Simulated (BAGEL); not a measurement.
# One shape, several levels: [GeH5]− (SMILES [H][Ge-]([H])([H])([H])[H])

Wanted: a comparison of 3 runs (HF/6-31G*, HF/def2-TZVPP, CASPT2(10,9)/6-31G*) of [GeH5]−. 

The calculation is run with BAGEL 1.2.2.

5 further runs of the same task are left out: 5 that didn't finish.

## 1. The system as given

The species is [GeH5]− (6 atoms), meant as a singlet with charge -1. SMILES: `[H][Ge-]([H])([H])([H])[H]`. The Ge1–H6 distance was set to 3.331 Å, away from the relaxed value. At this shape a bond of the SMILES string is far longer than usual.

Bond lengths: Ge1–H2 1.762 Å, Ge1–H3 1.782 Å, Ge1–H4 1.515 Å, Ge1–H5 1.514 Å. Angles: H2–Ge1–H3 179.8°, H2–Ge1–H4 90.4°, H2–Ge1–H5 90.0°, H3–Ge1–H4 89.6°, H3–Ge1–H5 89.8°, H4–Ge1–H5 120.0°.

## 2. The energy at HF/6-31G(d) (density fitting with qzvpp-jkfit, spherical functions) (run 1)

input.json reads:

```json
{ "bagel": [

{
  "title": "molecule",
  "basis": "6-31gs.json",
  "df_basis": "qzvpp-jkfit",
  "angstrom": true,
  "geometry": [
    { "atom": "Ge", "xyz": [    0.896240,    1.579058,    0.033855 ] },
    { "atom": "H", "xyz": [    0.872590,    1.574368,    1.795955 ] },
    { "atom": "H", "xyz": [    0.918070,    1.589558,   -1.747605 ] },
    { "atom": "H", "xyz": [    2.410970,    1.591098,    0.042935 ] },
    { "atom": "H", "xyz": [    0.129030,    2.884228,    0.027315 ] },
    { "atom": "H", "xyz": [   -0.746540,   -1.317780,   -0.016130 ] }
  ]
},
{ "title": "hf", "charge": -1 },
{ "title": "print", "file": "orbitals.molden", "orbitals": true }

]}
```

The basis set 6-31G* is read from a file made from the Basis Set Exchange's data (not shown).

Command:

```sh
$ BAGEL_NUM_THREADS=1 BAGEL input.json > input.out
```

Log:

```text
* using 1 threads per process

  ===============================================================
  ===============================================================

  *** Geometry ***

  { "atom" : "Ge", "xyz" : [      1.693648,      2.983987,      0.063977 ] },
  { "atom" : "H", "xyz" : [      1.648956,      2.975124,      3.393863 ] },
  { "atom" : "H", "xyz" : [      1.734901,      3.003829,     -3.302495 ] },
  { "atom" : "H", "xyz" : [      4.556073,      3.006739,      0.081135 ] },
  { "atom" : "H", "xyz" : [      0.243831,      5.450401,      0.051618 ] },
  { "atom" : "H", "xyz" : [     -1.410756,     -2.490243,     -0.030481 ] },

  Number of auxiliary basis functions:      356

  Since a DF basis is specified, we compute 2- and 3-index integrals:
    o Being stored without compression. Storage requirement is 0.005 GB

  Number of basis functions:       42
  Number of electrons      :       37

    * METHOD: MOLECULE                             0.10

  *** RHF ***

  === Nuclear Repulsion ===
    48.3479810381

      * DIIS with orbital gradients will be used.

  === RHF iteration (6-31gs.json) ===
      0      -2077.72117643          0.00836797           0.02
      1      -2077.74686441          0.00212230           0.02
      2      -2077.74839820          0.00105979           0.02
      3      -2077.74861177          0.00028912           0.02
      4      -2077.74865296          0.00008854           0.02
      5      -2077.74865966          0.00002452           0.02
      6      -2077.74866008          0.00000332           0.02
      7      -2077.74866008          0.00000089           0.02
      8      -2077.74866008          0.00000024           0.02
      9      -2077.74866008          0.00000006           0.02
     10      -2077.74866008          0.00000002           0.02
     11      -2077.74866008          0.00000001           0.02
    * SCF iteration converged.

    * Permanent dipole moment:
           (   -1.615018,    -2.844763,    -0.082819) a.u.

    * METHOD: HF                                   0.32

    * METHOD: PRINT                                0.01

  ===============================================================
```

Run time: 0.68 s. Hardware: 1 thread of AMD EPYC 7B13 (Zen 3), shared host; peak memory 0.081 GiB.

## 3. A single-point energy at HF/def2-TZVPP (density fitting with qzvpp-jkfit) (run 2)

job.json reads:

```json
{ "bagel": [

{
  "title": "molecule",
  "basis": "tzvpp",
  "df_basis": "qzvpp-jkfit",
  "angstrom": "true",
  "geometry": [
    { "atom": "Ge", "xyz": [       0.896240,       1.579058,       0.033855 ] },
    { "atom": "H", "xyz": [       0.872590,       1.574368,       1.795955 ] },
    { "atom": "H", "xyz": [       0.918070,       1.589558,      -1.747605 ] },
    { "atom": "H", "xyz": [       2.410970,       1.591098,       0.042935 ] },
    { "atom": "H", "xyz": [       0.129030,       2.884228,       0.027315 ] },
    { "atom": "H", "xyz": [      -0.746540,      -1.317780,      -0.016130 ] }
  ]
},

{ "title": "hf", "charge": -1 },

{ "title": "print", "file": "orbitals.molden", "orbitals": "true" }

]}
```

Command:

```sh
$ BAGEL_NUM_THREADS=1 BAGEL job.json > job.out
```

Log:

```text
* using 1 threads per process

  ===============================================================
  ===============================================================

  *** Geometry ***

  { "atom" : "Ge", "xyz" : [      1.693648,      2.983987,      0.063977 ] },
  { "atom" : "H", "xyz" : [      1.648956,      2.975124,      3.393863 ] },
  { "atom" : "H", "xyz" : [      1.734901,      3.003829,     -3.302495 ] },
  { "atom" : "H", "xyz" : [      4.556073,      3.006739,      0.081135 ] },
  { "atom" : "H", "xyz" : [      0.243831,      5.450401,      0.051618 ] },
  { "atom" : "H", "xyz" : [     -1.410756,     -2.490243,     -0.030481 ] },

  Number of auxiliary basis functions:      356

  Since a DF basis is specified, we compute 2- and 3-index integrals:
    o Being stored without compression. Storage requirement is 0.040 GB

  Number of basis functions:      118
  Number of electrons      :       37

    * METHOD: MOLECULE                             0.18

  *** RHF ***

  === Nuclear Repulsion ===
    48.3479810381

      * DIIS with orbital gradients will be used.

  === RHF iteration (tzvpp) ===
      0      -2078.03137440          0.00554256           0.06
      1      -2078.06616048          0.00158369           0.05
      2      -2078.06870226          0.00055912           0.05
      3      -2078.06898564          0.00021544           0.05
      4      -2078.06904817          0.00008210           0.05
      5      -2078.06906347          0.00002186           0.05
      6      -2078.06906463          0.00000296           0.05
      7      -2078.06906464          0.00000079           0.05
      8      -2078.06906464          0.00000024           0.05
      9      -2078.06906464          0.00000008           0.05
     10      -2078.06906464          0.00000003           0.05
     11      -2078.06906464          0.00000001           0.05
     12      -2078.06906464          0.00000000           0.05
    * SCF iteration converged.

    * Permanent dipole moment:
           (   -1.864015,    -3.284452,    -0.087456) a.u.

    * METHOD: HF                                   0.88

    * METHOD: PRINT                                0.05

  ===============================================================
```

Run time: 1.4 s. Hardware: 1 thread of AMD EPYC 7B13 (Zen 3), shared host; peak memory 0.12 GiB.

## 4. A single-point energy at CASPT2(10,9)/6-31G(d) (density fitting with qzvpp-jkfit, spherical functions) (run 3)

Edit input.json of step 2 so:

```diff
@@ -17,3 +17,5 @@
 { "title": "hf", "charge": -1 },
-{ "title": "print", "file": "orbitals.molden", "orbitals": true }
+{ "title": "casscf", "nstate": 1, "nact": 9, "nclosed": 14, "charge": -1, "maxiter": 200, "natocc": true },
+{ "title": "print", "file": "orbitals.molden", "orbitals": true },
+{ "title": "smith", "method": "caspt2", "ms": true, "xms": true, "sssr": true, "shift": 0.0, "ncore": 9 }
```

The basis set 6-31G* is read from a file made from the Basis Set Exchange's data (not shown).

Command:

```sh
$ BAGEL_NUM_THREADS=1 BAGEL input.json > input.out
```

Log:

```text
* using 1 threads per process

  ===============================================================
  ===============================================================

  *** Geometry ***

  { "atom" : "Ge", "xyz" : [      1.693648,      2.983987,      0.063977 ] },
  { "atom" : "H", "xyz" : [      1.648956,      2.975124,      3.393863 ] },
  { "atom" : "H", "xyz" : [      1.734901,      3.003829,     -3.302495 ] },
  { "atom" : "H", "xyz" : [      4.556073,      3.006739,      0.081135 ] },
  { "atom" : "H", "xyz" : [      0.243831,      5.450401,      0.051618 ] },
  { "atom" : "H", "xyz" : [     -1.410756,     -2.490243,     -0.030481 ] },

  Number of auxiliary basis functions:      356

[... 21 lines left out ...]
    * SCF iteration converged.
[... 1 line left out ...]
    * Permanent dipole moment:
[... 22 lines left out ...]
    * Second-order optimization converged. *
[... 11 lines left out ...]
     * ci vector, state   0, <S^2> = -0.0000
[... 5 lines left out ...]
    * METHOD: PRINT                                0.01

  === SMITH program ===

    * freezing 9 orbitals

    * Approximate memory requirement for SMITH calulation per MPI process:
      o Storage requirement for T-amplitude, lambda, and residual is 0.00 GB
      o Storage requirement for MO integrals is 0.00 GB
    * Calculating and saving rdm4f

    * Zeroth order energy : state  0       -2.2536311475

    * CASPT2 iteration is performed using redundant basis

      ---- iteration ----

        0    -0.22460817     0.00719365      0.13
        1    -0.22572204     0.00105528      0.13
        2    -0.22576398     0.00016648      0.12
        3    -0.22576466     0.00002576      0.12
        4    -0.22576469     0.00000520      0.13
        5    -0.22576469     0.00000085      0.12

      -------------------

    * CASPT2 energy : state  0    -2078.0671396161
        reference weight              0.9500400435

    * METHOD: SMITH                                4.25

  ===============================================================
```

Wall time 12 s (1 thread of AMD EPYC 7B13 (Zen 3), shared host); peak memory 1.3 GiB.

## 5. The series

```csv
run,level,iteration cap,active rule,energy (Eh),HOMO energy (eV),LUMO energy (eV),HOMO–LUMO gap (eV),wall time
1,"HF/6-31G* (density fitting with qzvpp-jkfit, spherical functions)",–,–,-2077.748660,-1.43,5.47,6.90,0.68 s
2,HF/def2-TZVPP (density fitting with qzvpp-jkfit),–,–,-2078.069065,-1.92,4.84,6.75,1.4 s
3,"CASPT2(10,9)/6-31G* (density fitting with qzvpp-jkfit, spherical functions)",200,valence,-2078.067140,–,–,–,12 s
```

## 6. Results

```
           quantity           value
run 3: total energy  -2078.06714 Eh
```

All runs together took 14 s, the longest 12 s.
